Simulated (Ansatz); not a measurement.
# The I2 molecule under LDA: geometry and energy in a box

The plan for the I2 molecule: relax it, solve it once more at the final geometry, then switch on spin-orbit coupling.

Program: Ansatz 0.2.0. Level of theory: DFT LDA (PW92), plane waves (420 eV) with PAW, scalar-relativistic; the PAW data stem from PBE, with regenerated cores. These are calculated values, not measurements.

## (1) The system in its box

Periodic box: 12.0 × 12.3 × 12.6 Å.

As a file:

```xyz
2
Lattice="12.0000 0.0000 0.0000 0.0000 12.3000 0.0000 0.0000 0.0000 12.6000" Properties=species:S:1:pos:R:3 pbc="T T T"
I     6.0000    6.1500    4.9600
I     6.0000    6.1500    7.6400
```

## (2) Geometry optimisation in the box

input.yaml

```yaml
crystal:
  lattice:
    - [12.0, 0.0, 0.0]
    - [0.0, 12.3, 0.0]
    - [0.0, 0.0, 12.6]
  atoms:
    - { symbol: I, position: [0.5, 0.5, 0.3936507937] }
    - { symbol: I, position: [0.5, 0.5, 0.6063492063] }
hamiltonian:
  xc: lda
  pseudopotentials:
    kind: paw
    azcp:
      I: "pseudopotentials/I.paw.azcp"
basis:
  ecutwfc: 420
  fft_grid_basis: typed
kpoints:
  mp_grid: { grid: [1, 1, 1], shift: [0, 0, 0] }
magnetization:
  spin_polarized: false
scf:
  occupations: { method: fermi_dirac, width: 0.01 }
relax:
  max_steps: 60
  f_tol: 0.01
output:
  write_density: true
  write_potential: true
  elf: true
  volumetric_format: npy
```

After this run come: Single point at the final geometry; With spin-orbit coupling.

Before running it: what results should come out? Wanted: HOMO-LUMO gap; relative to solid I2; HOMO-LUMO gap with spin-orbit coupling.

As calculated:

| quantity | value |
| --- | --- |
| bond length | 2.644 Å |
| HOMO-LUMO gap | 1.85 eV |
| relative to solid I2 (Cmce) | +529 meV/atom |
| HOMO-LUMO gap with spin-orbit coupling | 1.55 eV |

LDA gives a bond of 2.644 Å. Against the reference form of iodine (solid I2 (Cmce), computed apart with the same settings) it stands 529 meV/atom higher, so it is far from stable. The spin-orbit run has a gap of 1.55 eV against 1.85 eV. The total energy of the spin-orbit run lies -2.9 eV/atom from the scalar one, but the two kinds of run don't share a zero of energy: only differences within one kind count.
